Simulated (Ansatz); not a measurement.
GaGe, 2 atoms in the cell. It takes space group F-43m (No. 216, cubic). The conventional cell has a = 5.796 Å, b = 5.796 Å, c = 5.796 Å, α = 90.00°, β = 90.00°, γ = 90.00°. Around Ge (site symmetry -43m) lie 4 Ga at 2.51 Å. Around Ga (site symmetry -43m) lie 4 Ge at 2.51 Å. The cell comes from a database or a generator and needn't be the stable form of this composition.

| Item | Value |
| --- | --- |
| Program | Ansatz 0.2.0 |
| Task | single point |
| Functional | PBE |
| Potentials or basis | all-electron LAPW, scalar-relativistic |
| Cutoff | 300 eV (chosen from the basis error) |
| Basis error allowed | 0.001 eV/atom |
| k mesh | 8 × 8 × 8 |
| Occupations | gaussian, width 0.05 eV |
| Spin | no spin polarisation |

Potentials or basis: all-electron LAPW, scalar-relativistic.

Run with:

```sh
$ ansatz run input.yaml --threads 1 --pin off --max-ram 3072MiB --backend cpu --events-out ev --progress --plain --runs-dir out
```

Hardware: 1 thread of Intel(R) Xeon(R) Platinum 8259CL CPU @ 2.50GHz (Skylake/Cascade Lake) (shared host).

Problem. Estimate the wall time of this run.

Solution. Run time: 19 s on 1 thread of Intel(R) Xeon(R) Platinum 8259CL CPU @ 2.50GHz (Skylake/Cascade Lake) (shared host), peak memory 0.35 GiB. Counts: scf iterations 9, plane waves 561, k points 29, bands 26.
